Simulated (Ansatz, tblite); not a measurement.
# Cu(PH3)(NH2) (CuH5NP): a ladder of methods and basis sets

Aim: run the singlet of Cu(PH3)(NH2) (CuH5NP) at one geometry on many levels, and compare frontier levels, spin and run time.

Computed with Ansatz 0.2.0, Gaussian basis. Level: as each input shows.

Levels to be run: GFN1-xTB, GFN2-xTB, PBE-D4/def2-TZVP, r2SCAN-D4/def2-TZVP, r2SCAN0-D4/def2-TZVP, revPBE-D4/def2-TZVP, LDA/def2-TZVP, HSE06-D4/def2-TZVP, ωB97X-V/def2-TZVP, B3LYP-D4/def2-TZVP, LC-ωPBE/def2-TZVP, LC-ωPBE(0.10)/def2-TZVP, LC-ωPBE(0.15)/def2-TZVP, LC-ωPBE(0.20)/def2-TZVP, LC-ωPBE(0.30)/def2-TZVP, PBE-D4/def2-SVP, PBE0-D4/def2-SVP, HF/STO-3G, CCSD(T)/def2-TZVPP, MP2/def2-TZVP, RPA/def2-TZVP.

### Step 1. The structure

The singlet was relaxed beforehand with PBE-D4/def2-TZVP.

8 atoms, charge 0, spin multiplicity 1.

Bond lengths: Cu1–P2 2.139 Å, Cu1–N6 1.826 Å, P2–H3 1.423 Å, P2–H4 1.427 Å, P2–H5 1.423 Å, N6–H7 1.023 Å, N6–H8 1.023 Å. Angles: P2–Cu1–N6 176.7°, Cu1–P2–H3 118.4°, Cu1–P2–H4 123.4°, Cu1–P2–H5 118.7°, H3–P2–H4 96.9°, H3–P2–H5 97.1°, H4–P2–H5 96.8°, Cu1–N6–H7 114.8°, Cu1–N6–H8 114.9°, H7–N6–H8 106.1°.

Formally the metal is d10. No spin-orbit coupling is included.

PBE0-D4/def2-TZVP was run before; its log isn't repeated, and its numbers join the tables.

### Step 2. GFN1-xTB

Tight binding, by tblite at 300 K electronic temperature and without a spin-polarisation term:

```python
tblite.interface.Calculator('GFN1-xTB', numbers, positions, charge=0, uhf=0).singlepoint()
```

Energy -354.1801 eV, HOMO -9.10 eV, LUMO -6.64 eV; 0.006 s.

### Step 3. GFN2-xTB

Tight binding, by tblite at 300 K electronic temperature and without a spin-polarisation term:

```python
tblite.interface.Calculator('GFN2-xTB', numbers, positions, charge=0, uhf=0).singlepoint()
```

Energy -322.3702 eV, HOMO -8.20 eV, LUMO -6.39 eV; 0.005 s.

### Step 4. PBE-D4/def2-TZVP

start.molden holds the orbitals of an earlier run on this state, given as this run's starting guess.

The input, in.yaml:

```yaml
crystal:
  periodic: [false, false, false]
  atoms:
    - {symbol: Cu, position_ang: [0.006921, 0.096748, -0.537763]}
    - {symbol: P, position_ang: [0.001095, 0.020777, 1.600321]}
    - {symbol: H, position_ang: [-1.119633, -0.564529, 2.252903]}
    - {symbol: H, position_ang: [0.094939, 1.179042, 2.428720]}
    - {symbol: H, position_ang: [1.006174, -0.740623, 2.259726]}
    - {symbol: N, position_ang: [0.009020, 0.267909, -2.355388]}
    - {symbol: H, position_ang: [0.817739, -0.146350, -2.824545]}
    - {symbol: H, position_ang: [-0.816265, -0.112983, -2.823974]}
basis:
  gaussian: {orbitals: def2-TZVP, initial_orbitals: start.molden}
hamiltonian: {xc: pbe, dispersion: d4}
scf: {omitted_lower_state_checks: [starts]}
output: {orbitals: {seedname: orbitals}}
```

Launch:

```bash
ansatz run in.yaml --threads 4 --pin off --events-out ev --progress --plain --max-ram 3916MiB
```

Output:

```text
Functional definition: PBE
  name "PBE"
  cite "Perdew, Burke & Ernzerhof, Phys. Rev. Lett. 77, 3865 (1996) doi:10.1103/PhysRevLett.77.3865"
  parent pbe
  parameter kappa = 0.804
  parameter beta = 0.06672455060314922
  exchange = pbe_x(kappa = kappa, mu = beta*pi^2/3)
  correlation = pbe_c(beta = beta)
these checks for a lower state are left out or cut short: starts
1098 factors; their error is unknown
mean field evaluation 1: about -55489.7285 eV, gradient 1.1e1 eV
mean field evaluation 2: about -55489.8903 eV, gradient 3.8e-1 eV
mean field evaluation 4: about -55489.8514 eV, gradient 2.2e-1 eV
mean field -55489.85147617 eV, -2039.2144293769 hartree, gradient 6.0e-5 eV, S^2 0.000000; 0 other end points of the search recorded, 0 dependent functions left out
reference -55489.85152836 eV, -2039.2144312951 hartree; 28, 28 occupied and 115, 115 virtual orbitals, 1098 factors
Total energy: -55489.98988041 eV, -2039.2195156390 hartree
Checks for a lower state left out: starts
```

It took 1.6 s on 4 threads of Arm Neoverse N1, shared host.

From the report: HOMO -4.18 eV, LUMO -1.38 eV.

### Step 5. r2SCAN-D4/def2-TZVP

in.yaml, as its differences from that of step 4:

```diff
@@ -13,3 +13,3 @@
   gaussian: {orbitals: def2-TZVP, initial_orbitals: start.molden}
-hamiltonian: {xc: pbe, dispersion: d4}
+hamiltonian: {xc: r2scan, dispersion: d4}
 scf: {omitted_lower_state_checks: [starts]}
```

The command is unchanged.

Output:

```text
Functional definition: r2SCAN
  name "r2SCAN"
  cite "Furness, Kaplan, Ning, Perdew & Sun, J. Phys. Chem. Lett. 11, 8208 (2020) doi:10.1021/acs.jpclett.0c02405"
  cite "Furness, Kaplan, Ning, Perdew & Sun, J. Phys. Chem. Lett. 11, 9248 (2020) doi:10.1021/acs.jpclett.0c03077"
  parent r2scan
  parameter k0 = 0.174
  parameter k1 = 0.065
  parameter a1 = 4.9479
  exchange = r2scan_x(k0 = k0, k1 = k1, a1 = a1)
  correlation = r2scan_c
these checks for a lower state are left out or cut short: starts
1098 factors; their error is unknown
mean field evaluation 1: about -55500.7087 eV, gradient 7.2e0 eV
mean field evaluation 2: about -55500.7830 eV, gradient 2.6e-1 eV
mean field evaluation 4: about -55500.7467 eV, gradient 2.6e-4 eV
mean field -55500.74665321 eV, -2039.6148197483 hartree, gradient 2.5e-5 eV, S^2 0.000000; 0 other end points of the search recorded, 0 dependent functions left out
reference -55500.74666987 eV, -2039.6148203604 hartree; 28, 28 occupied and 115, 115 virtual orbitals, 1098 factors
Total energy: -55500.77942957 eV, -2039.6160242574 hartree
Checks for a lower state left out: starts
```

Wall time 3.7 s (4 threads of Arm Neoverse N1, shared host).

HOMO -4.34 eV, LUMO -1.16 eV.

### Step 6. r2SCAN0-D4/def2-TZVP

in.yaml, as its differences from that of step 5:

```diff
@@ -13,4 +13,4 @@
   gaussian: {orbitals: def2-TZVP, initial_orbitals: start.molden}
-hamiltonian: {xc: r2scan, dispersion: d4}
+hamiltonian: {xc: {name: r2SCAN0}, dispersion: d4}
 scf: {omitted_lower_state_checks: [starts]}
-output: {orbitals: {seedname: orbitals}}
+output: {forces: true, orbitals: {seedname: orbitals}}
```

Same command.

Output, shortened:

```text
Functional definition: r2SCAN0
  name "r2SCAN0"
  cite "Bursch, Neugebauer, Ehlert & Grimme, J. Chem. Phys. 156, 134105 (2022) doi:10.1063/5.0086040"
  cite "Furness, Kaplan, Ning, Perdew & Sun, J. Phys. Chem. Lett. 11, 8208 (2020) doi:10.1021/acs.jpclett.0c02405"
  cite "Furness, Kaplan, Ning, Perdew & Sun, J. Phys. Chem. Lett. 11, 9248 (2020) doi:10.1021/acs.jpclett.0c03077"
  parent r2scan
[...]
1199 factors; their error is unknown
[...]
mean field -55498.67652441 eV, -2039.5387439180 hartree, gradient 1.1e-5 eV, S^2 0.000000; 0 other end points of the search recorded, 0 dependent functions left out
[...]
reference -55498.67653761 eV, -2039.5387444031 hartree; 28, 28 occupied and 115, 115 virtual orbitals, 1199 factors
Total energy: -55498.71587161 eV, -2039.5401899010 hartree
Atom 0 at     0.006921     0.096748    -0.537763 Å, force     0.002724     0.077289    -0.075278 eV/Å
Atom 1 at     0.001095     0.020777     1.600321 Å, force    -0.004286    -0.059349     0.689196 eV/Å
Atom 2 at    -1.119633    -0.564529     2.252903 Å, force     0.291344     0.148335    -0.195668 eV/Å
Atom 3 at     0.094939     1.179042     2.428720 Å, force    -0.026747    -0.318413    -0.306244 eV/Å
Atom 4 at     1.006174    -0.740623     2.259726 Å, force    -0.262577     0.194035    -0.199170 eV/Å
Atom 5 at     0.009020     0.267909    -2.355388 Å, force    -0.009853    -0.481188    -0.344988 eV/Å
Atom 6 at     0.817739    -0.146350    -2.824545 Å, force    -0.475424     0.229085     0.215851 eV/Å
Atom 7 at    -0.816265    -0.112983    -2.823974 Å, force     0.484821     0.210206     0.216303 eV/Å
Dipole moment:    -0.006566    -0.251151     1.072312 e Å
Checks for a lower state left out: starts
```

It took 5.5 s on 4 threads of Arm Neoverse N1, shared host.

From the report: HOMO -5.40 eV, LUMO -0.41 eV.

### Step 7. revPBE-D4/def2-TZVP

in.yaml, as its differences from that of step 6:

```diff
@@ -13,4 +13,4 @@
   gaussian: {orbitals: def2-TZVP, initial_orbitals: start.molden}
-hamiltonian: {xc: {name: r2SCAN0}, dispersion: d4}
+hamiltonian: {xc: {name: revPBE}, dispersion: d4}
 scf: {omitted_lower_state_checks: [starts]}
-output: {forces: true, orbitals: {seedname: orbitals}}
+output: {orbitals: {seedname: orbitals}}
```

The command is unchanged.

Output:

```text
Functional definition: revPBE
  name "revPBE"
  cite "Zhang & Yang, Phys. Rev. Lett. 80, 890 (1998) doi:10.1103/PhysRevLett.80.890"
  cite "Perdew, Burke & Ernzerhof, Phys. Rev. Lett. 77, 3865 (1996) doi:10.1103/PhysRevLett.77.3865"
  parameter kappa = 1.245
  parameter beta = 0.06672455060314922
  exchange = pbe_x(kappa = kappa, mu = beta*pi^2/3)
  correlation = pbe_c(beta = beta)
these checks for a lower state are left out or cut short: starts
1098 factors; their error is unknown
mean field evaluation 1: about -55497.7250 eV, gradient 1.0e1 eV
mean field evaluation 2: about -55497.8682 eV, gradient 4.0e-1 eV
mean field evaluation 4: about -55497.8294 eV, gradient 2.2e-1 eV
mean field -55497.82948223 eV, -2039.5076156920 hartree, gradient 6.1e-5 eV, S^2 0.000000; 0 other end points of the search recorded, 0 dependent functions left out
reference -55497.82954738 eV, -2039.5076180863 hartree; 28, 28 occupied and 115, 115 virtual orbitals, 1098 factors
Total energy: -55498.23374620 eV, -2039.5224721188 hartree
Checks for a lower state left out: starts
```

Run time: 1.6 s. Hardware: 4 threads of Arm Neoverse N1, shared host.

Report: HOMO -4.11 eV, LUMO -1.31 eV.

### Step 8. LDA/def2-TZVP

in.yaml, as its differences from that of step 7:

```diff
@@ -13,3 +13,3 @@
   gaussian: {orbitals: def2-TZVP, initial_orbitals: start.molden}
-hamiltonian: {xc: {name: revPBE}, dispersion: d4}
+hamiltonian: {xc: lda}
 scf: {omitted_lower_state_checks: [starts]}
```

Launched as before.

Output:

```text
Functional definition: SPW92
  name "SPW92"
  cite "Dirac, Proc. Camb. Phil. Soc. 26, 376 (1930) doi:10.1017/S0305004100016108"
  cite "Slater, Phys. Rev. 81, 385 (1951) doi:10.1103/PhysRev.81.385"
  cite "Perdew & Wang, Phys. Rev. B 45, 13244 (1992) doi:10.1103/PhysRevB.45.13244"
  exchange = slater_x
  correlation = pw_c
these checks for a lower state are left out or cut short: starts
1098 factors; their error is unknown
mean field evaluation 1: about -55379.8404 eV, gradient 3.0e1 eV
mean field evaluation 2: about -55380.1902 eV, gradient 5.5e-1 eV
mean field evaluation 4: about -55380.1537 eV, gradient 2.1e-1 eV
mean field -55380.15373416 eV, -2035.1831117139 hartree, gradient 5.8e-5 eV, S^2 0.000000; 0 other end points of the search recorded, 0 dependent functions left out
reference -55380.15378326 eV, -2035.1831135184 hartree; 28, 28 occupied and 115, 115 virtual orbitals, 1098 factors
Total energy: -55380.15378326 eV, -2035.1831135184 hartree
Checks for a lower state left out: starts
```

Run time: 0.95 s. Hardware: 4 threads of Arm Neoverse N1, shared host.

HOMO -4.36 eV, LUMO -1.53 eV.

### Step 9. HSE06-D4/def2-TZVP

in.yaml, as its differences from that of step 8:

```diff
@@ -13,3 +13,3 @@
   gaussian: {orbitals: def2-TZVP, initial_orbitals: start.molden}
-hamiltonian: {xc: lda}
+hamiltonian: {xc: hse06, dispersion: d4}
 scf: {omitted_lower_state_checks: [starts]}
```

Launched as before.

Output, shortened:

```text
Functional definition: HSE06
  name "HSE06"
  cite "Heyd, Scuseria & Ernzerhof, J. Chem. Phys. 118, 8207 (2003) doi:10.1063/1.1564060"
  cite "Krukau, Vydrov, Izmaylov & Scuseria, J. Chem. Phys. 125, 224106 (2006) doi:10.1063/1.2404663"
  cite "Heyd & Scuseria, J. Chem. Phys. 120, 7274 (2004) doi:10.1063/1.1668634"
  cite "Ernzerhof & Perdew, J. Chem. Phys. 109, 3313 (1998) doi:10.1063/1.476928"
  cite "Perdew, Burke & Ernzerhof, Phys. Rev. Lett. 77, 3865 (1996) doi:10.1103/PhysRevLett.77.3865"
  parent pbe
[...]
  # The whole range is PBE's own exchange, as in plane waves. The composition of these papers is wPBEh.
[...]
1199 factors; their error is unknown
78 factors; integrals over basis functions are off by at most 1.7e-6 eV
[...]
mean field -55490.05589757 eV, -2039.2219417249 hartree, gradient 5.0e-5 eV, S^2 0.000000; 0 other end points of the search recorded, 0 dependent functions left out
reference -55490.05594876 eV, -2039.2219436061 hartree; 28, 28 occupied and 115, 115 virtual orbitals, 1199 factors
Total energy: -55490.16584614 eV, -2039.2259822603 hartree
Checks for a lower state left out: starts
```

It took 2.5 s on 4 threads of Arm Neoverse N1, shared host.

Report: HOMO -4.85 eV, LUMO -0.92 eV.

### Step 10. ωB97X-V/def2-TZVP

in.yaml, as its differences from that of step 9:

```diff
@@ -13,3 +13,3 @@
   gaussian: {orbitals: def2-TZVP, initial_orbitals: start.molden}
-hamiltonian: {xc: hse06, dispersion: d4}
+hamiltonian: {xc: {name: wB97X-V}}
 scf: {omitted_lower_state_checks: [starts]}
```

Same command.

Output, shortened:

```text
Functional definition: wB97X-V
  name "wB97X-V"
  cite "Mardirossian & Head-Gordon, Phys. Chem. Chem. Phys. 16, 9904 (2014) doi:10.1039/C3CP54374A"
  cite "Becke, J. Chem. Phys. 107, 8554 (1997) doi:10.1063/1.475007"
  cite "Vydrov & Van Voorhis, J. Chem. Phys. 133, 244103 (2010) doi:10.1063/1.3521275"
[...]
      + integral(e_c_pw_opposite_spin*poly(b97_u_opposite, cos0, cos1)) + vv10(b, c)
[...]
1176 factors; their error is unknown
259 factors; integrals over basis functions are off by at most 3.1e-5 eV
[...]
mean field -55496.08540354 eV, -2039.4435219825 hartree, gradient 1.7e-5 eV, S^2 0.000000; 0 other end points of the search recorded, 0 dependent functions left out
reference -55496.08540109 eV, -2039.4435218922 hartree; 28, 28 occupied and 115, 115 virtual orbitals, 1176 factors
Total energy: -55496.08540109 eV, -2039.4435218922 hartree
Checks for a lower state left out: starts
```

Run time: 8 s. Hardware: 4 threads of Arm Neoverse N1, shared host.

Report: HOMO -7.60 eV, LUMO 1.55 eV.

### Step 11. B3LYP-D4/def2-TZVP

in.yaml, as its differences from that of step 10:

```diff
@@ -13,3 +13,3 @@
   gaussian: {orbitals: def2-TZVP, initial_orbitals: start.molden}
-hamiltonian: {xc: {name: wB97X-V}}
+hamiltonian: {xc: {name: B3LYP}, dispersion: d4}
 scf: {omitted_lower_state_checks: [starts]}
```

The command is unchanged.

Output, shortened:

```text
Functional definition: B3LYP
  name "B3LYP"
  cite "Stephens, Devlin, Chabalowski & Frisch, J. Phys. Chem. 98, 11623 (1994) doi:10.1021/j100096a001"
  cite "Becke, Phys. Rev. A 38, 3098 (1988) doi:10.1103/PhysRevA.38.3098"
  cite "Lee, Yang & Parr, Phys. Rev. B 37, 785 (1988) doi:10.1103/PhysRevB.37.785"
  cite "Vosko, Wilk & Nusair, Can. J. Phys. 58, 1200 (1980) doi:10.1139/p80-159"
[...]
1199 factors; their error is unknown
[...]
mean field -55504.59462584 eV, -2039.7562301341 hartree, gradient 7.9e-5 eV, S^2 0.000000; 0 other end points of the search recorded, 0 dependent functions left out
reference -55504.59490413 eV, -2039.7562403613 hartree; 28, 28 occupied and 115, 115 virtual orbitals, 1199 factors
Total energy: -55504.82001857 eV, -2039.7645131641 hartree
Checks for a lower state left out: starts
```

It took 2.4 s on 4 threads of Arm Neoverse N1, shared host.

HOMO -5.07 eV, LUMO -0.77 eV.

### Step 12. LC-ωPBE/def2-TZVP

in.yaml, as its differences from that of step 11:

```diff
@@ -13,3 +13,3 @@
   gaussian: {orbitals: def2-TZVP, initial_orbitals: start.molden}
-hamiltonian: {xc: {name: B3LYP}, dispersion: d4}
+hamiltonian: {xc: {name: LC-wPBE}}
 scf: {omitted_lower_state_checks: [starts]}
```

The command is unchanged.

Output, shortened:

```text
Functional definition: LC-wPBE
  name "LC-wPBE"
  cite "Vydrov & Scuseria, J. Chem. Phys. 125, 234109 (2006) doi:10.1063/1.2409292"
  cite "Heyd & Scuseria, J. Chem. Phys. 120, 7274 (2004) doi:10.1063/1.1668634"
  cite "Ernzerhof & Perdew, J. Chem. Phys. 109, 3313 (1998) doi:10.1063/1.476928"
  cite "Perdew, Burke & Ernzerhof, Phys. Rev. Lett. 77, 3865 (1996) doi:10.1103/PhysRevLett.77.3865"
  parent pbe
[...]
1098 factors; their error is unknown
325 factors; integrals over basis functions are off by at most 4.4e-5 eV
[...]
mean field -55493.28922557 eV, -2039.3407643373 hartree, gradient 2.0e-5 eV, S^2 0.000000; 0 other end points of the search recorded, 0 dependent functions left out
reference -55493.28922558 eV, -2039.3407643376 hartree; 28, 28 occupied and 115, 115 virtual orbitals, 1098 factors
Total energy: -55493.28922558 eV, -2039.3407643376 hartree
Checks for a lower state left out: starts
```

Run time: 2.3 s. Hardware: 4 threads of Arm Neoverse N1, shared host.

HOMO -7.98 eV, LUMO 1.68 eV.

### Step 13. LC-ωPBE(0.10)/def2-TZVP

in.yaml, as its differences from that of step 12:

```diff
@@ -13,3 +13,3 @@
   gaussian: {orbitals: def2-TZVP, initial_orbitals: start.molden}
-hamiltonian: {xc: {name: LC-wPBE}}
+hamiltonian: {xc: {name: LC-wPBE, parameters: {omega: 0.1/bohr}}}
 scf: {omitted_lower_state_checks: [starts]}
```

The command is unchanged.

Output, shortened:

```text
Functional definition: LC-wPBE
  name "LC-wPBE"
  cite "Vydrov & Scuseria, J. Chem. Phys. 125, 234109 (2006) doi:10.1063/1.2409292"
  cite "Heyd & Scuseria, J. Chem. Phys. 120, 7274 (2004) doi:10.1063/1.1668634"
  cite "Ernzerhof & Perdew, J. Chem. Phys. 109, 3313 (1998) doi:10.1063/1.476928"
  cite "Perdew, Burke & Ernzerhof, Phys. Rev. Lett. 77, 3865 (1996) doi:10.1103/PhysRevLett.77.3865"
  parent pbe
[...]
  with omega = 0.1/bohr from the input
[...]
1098 factors; their error is unknown
74 factors; integrals over basis functions are off by at most 8.0e-7 eV
[...]
mean field -55491.26846419 eV, -2039.2665027263 hartree, gradient 5.3e-5 eV, S^2 0.000000; 0 other end points of the search recorded, 0 dependent functions left out
reference -55491.26846435 eV, -2039.2665027320 hartree; 28, 28 occupied and 115, 115 virtual orbitals, 1098 factors
Total energy: -55491.26846435 eV, -2039.2665027320 hartree
Checks for a lower state left out: starts
```

Run time: 2.7 s. Hardware: 4 threads of Arm Neoverse N1, shared host.

HOMO -5.64 eV, LUMO 0.00 eV.

### Step 14. LC-ωPBE(0.15)/def2-TZVP

in.yaml, as its differences from that of step 13:

```diff
@@ -13,3 +13,3 @@
   gaussian: {orbitals: def2-TZVP, initial_orbitals: start.molden}
-hamiltonian: {xc: {name: LC-wPBE, parameters: {omega: 0.1/bohr}}}
+hamiltonian: {xc: {name: LC-wPBE, parameters: {omega: 0.15/bohr}}}
 scf: {omitted_lower_state_checks: [starts]}
```

The command is unchanged.

Output, shortened:

```text
Functional definition: LC-wPBE
  name "LC-wPBE"
  cite "Vydrov & Scuseria, J. Chem. Phys. 125, 234109 (2006) doi:10.1063/1.2409292"
  cite "Heyd & Scuseria, J. Chem. Phys. 120, 7274 (2004) doi:10.1063/1.1668634"
  cite "Ernzerhof & Perdew, J. Chem. Phys. 109, 3313 (1998) doi:10.1063/1.476928"
  cite "Perdew, Burke & Ernzerhof, Phys. Rev. Lett. 77, 3865 (1996) doi:10.1103/PhysRevLett.77.3865"
  parent pbe
[...]
  with omega = 0.15/bohr from the input
[...]
1098 factors; their error is unknown
137 factors; integrals over basis functions are off by at most 3.6e-6 eV
[...]
mean field -55491.57464742 eV, -2039.2777547523 hartree, gradient 2.3e-5 eV, S^2 0.000000; 0 other end points of the search recorded, 0 dependent functions left out
reference -55491.57464748 eV, -2039.2777547546 hartree; 28, 28 occupied and 115, 115 virtual orbitals, 1098 factors
Total energy: -55491.57464748 eV, -2039.2777547546 hartree
Checks for a lower state left out: starts
```

Run time: 2.3 s. Hardware: 4 threads of Arm Neoverse N1, shared host.

From the report: HOMO -6.22 eV, LUMO 0.52 eV.

### Step 15. LC-ωPBE(0.20)/def2-TZVP

in.yaml, as its differences from that of step 14:

```diff
@@ -13,3 +13,3 @@
   gaussian: {orbitals: def2-TZVP, initial_orbitals: start.molden}
-hamiltonian: {xc: {name: LC-wPBE, parameters: {omega: 0.15/bohr}}}
+hamiltonian: {xc: {name: LC-wPBE, parameters: {omega: 0.2/bohr}}}
 scf: {omitted_lower_state_checks: [starts]}
```

The command is unchanged.

Output, shortened:

```text
Functional definition: LC-wPBE
  name "LC-wPBE"
  cite "Vydrov & Scuseria, J. Chem. Phys. 125, 234109 (2006) doi:10.1063/1.2409292"
  cite "Heyd & Scuseria, J. Chem. Phys. 120, 7274 (2004) doi:10.1063/1.1668634"
  cite "Ernzerhof & Perdew, J. Chem. Phys. 109, 3313 (1998) doi:10.1063/1.476928"
  cite "Perdew, Burke & Ernzerhof, Phys. Rev. Lett. 77, 3865 (1996) doi:10.1103/PhysRevLett.77.3865"
  parent pbe
[...]
  with omega = 0.2/bohr from the input
[...]
1098 factors; their error is unknown
170 factors; integrals over basis functions are off by at most 5.8e-5 eV
[...]
mean field -55491.92674397 eV, -2039.2906940619 hartree, gradient 2.2e-5 eV, S^2 0.000000; 0 other end points of the search recorded, 0 dependent functions left out
reference -55491.92674400 eV, -2039.2906940632 hartree; 28, 28 occupied and 115, 115 virtual orbitals, 1098 factors
Total energy: -55491.92674400 eV, -2039.2906940632 hartree
Checks for a lower state left out: starts
```

It took 2.1 s on 4 threads of Arm Neoverse N1, shared host.

From the report: HOMO -6.70 eV, LUMO 0.92 eV.

### Step 16. LC-ωPBE(0.30)/def2-TZVP

in.yaml, as its differences from that of step 15:

```diff
@@ -13,3 +13,3 @@
   gaussian: {orbitals: def2-TZVP, initial_orbitals: start.molden}
-hamiltonian: {xc: {name: LC-wPBE, parameters: {omega: 0.2/bohr}}}
+hamiltonian: {xc: {name: LC-wPBE, parameters: {omega: 0.3/bohr}}}
 scf: {omitted_lower_state_checks: [starts]}
```

Same command.

Output, shortened:

```text
Functional definition: LC-wPBE
  name "LC-wPBE"
  cite "Vydrov & Scuseria, J. Chem. Phys. 125, 234109 (2006) doi:10.1063/1.2409292"
  cite "Heyd & Scuseria, J. Chem. Phys. 120, 7274 (2004) doi:10.1063/1.1668634"
  cite "Ernzerhof & Perdew, J. Chem. Phys. 109, 3313 (1998) doi:10.1063/1.476928"
  cite "Perdew, Burke & Ernzerhof, Phys. Rev. Lett. 77, 3865 (1996) doi:10.1103/PhysRevLett.77.3865"
  parent pbe
[...]
  with omega = 0.3/bohr from the input
[...]
1098 factors; their error is unknown
259 factors; integrals over basis functions are off by at most 3.1e-5 eV
[...]
mean field -55492.64440259 eV, -2039.3170675298 hartree, gradient 2.1e-5 eV, S^2 0.000000; 0 other end points of the search recorded, 0 dependent functions left out
reference -55492.64440260 eV, -2039.3170675303 hartree; 28, 28 occupied and 115, 115 virtual orbitals, 1098 factors
Total energy: -55492.64440260 eV, -2039.3170675303 hartree
Checks for a lower state left out: starts
```

It took 2.3 s on 4 threads of Arm Neoverse N1, shared host.

From the report: HOMO -7.46 eV, LUMO 1.42 eV.

(Part 1 of 2 ends here.)
